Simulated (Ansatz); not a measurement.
**CaGaSiH: a short molecular-dynamics run**

Aim: set CaGaSiH (a randomly packed cell, 8 atoms, not relaxed) in motion for 40 steps of 0.5 fs at constant energy, with velocities drawn for 300 K, and see how temperature, energy and positions respond.

Method: DFT PBE, plane waves, PAW, scalar-relativistic, no spin polarisation, in Ansatz 0.2.0.

## 1. Starting point

The cell holds 8 atoms (Ca2Ga2H2Si2): a = 5.700 Å, b = 5.285 Å, c = 5.361 Å, α = 77.96°, β = 85.93°, γ = 96.15°.

Coordinates:

```xyz
8
Lattice="5.6938 -0.2649 -0.0486 -0.3183 5.2603 0.3979 0.4612 0.7518 5.2882" Properties=species:S:1:pos:R:3 pbc="T T T"
H     3.2432    1.8401    4.1903
H     3.9479    3.8687    4.9561
Si    0.6081    0.1171    0.6813
Si    4.9864    1.0549    3.3486
Ga    3.8746    1.3148    0.6756
Ga    1.8471    1.2963    2.6980
Ca    0.7592    3.8599    4.3880
Ca    3.5911    3.8251    2.4285
```

## 2. Molecular dynamics

Contents of input.yaml:

```yaml
crystal:
  lattice:
    - [5.693807, -0.264925, -0.048632]
    - [-0.318286, 5.260333, 0.39792]
    - [0.461236, 0.751799, 5.288238]
  atoms:
    - { symbol: H, position: [0.521453, 0.264994, 0.777228] }
    - { symbol: H, position: [0.656673, 0.640596, 0.895031] }
    - { symbol: Si, position: [0.096833, 0.008697, 0.129062] }
    - { symbol: Si, position: [0.833299, 0.152552, 0.629397] }
    - { symbol: Ga, position: [0.686257, 0.268225, 0.11388] }
    - { symbol: Ga, position: [0.294637, 0.190005, 0.4986] }
    - { symbol: Ca, position: [0.104924, 0.627074, 0.783552] }
    - { symbol: Ca, position: [0.63644, 0.700265, 0.412393] }
kpoints:
  mp_grid: { grid: [3, 3, 3] }
magnetization:
  spin_polarized: false
scf:
  occupations: { method: fermi_dirac, width: 0.1 }
hamiltonian:
  pseudopotentials: { kind: paw }
  xc: pbe
basis:
  ecutwfc: 420
md:
  timestep: 0.5
  n_steps: 40
  ensemble: nve
  temperature: 300.0
  initial_velocities: maxwell_boltzmann
  seed: 399843
```

On the command line:

```sh
$ ansatz run input.yaml --threads 2 --pin off --max-ram 2560MiB --backend cpu --events-out ev --progress --plain --runs-dir out
```

Before running it: what results should come out? Wanted: temperature, first and last step; temperature, second half; potential energy, second half; largest change of the total energy; mean square displacement, second half.

As calculated:

| quantity | value |
| --- | --- |
| length | 40 steps of 0.5 fs |
| temperature, first and last step | 300 and 513 K |
| temperature, second half | mean 594 K, from 491 to 681 K |
| potential energy, second half | -33 meV/atom from the start |
| largest change of the total energy | 0.08 meV/atom |
| mean square displacement, second half | H 0.279, Ca 0.008, Si 0.005, Ga 0.002 Å² |

In words: The temperature starts at 300 K and averages 594 K in the second half, where it ranges from 491 to 681 K; the start was no minimum (force components up to 0.6 eV/Å), and the potential energy that it sheds (33 meV/atom) turns into motion. The total energy strays from its start by at most 0.08 meV/atom, 0.1 % of the mean kinetic energy, so a step of 0.5 fs is short enough over this time. Bonds change: the first event comes at 15.5 fs (H1–Si4 forms). Over the second half H atoms stand 0.5 Å (root mean square) from where they began, and the farthest move is 0.8 Å. 20 fs on 8 atoms is far too short and small for converged averages. The nuclei move classically, without zero-point motion, which matters most for hydrogen.
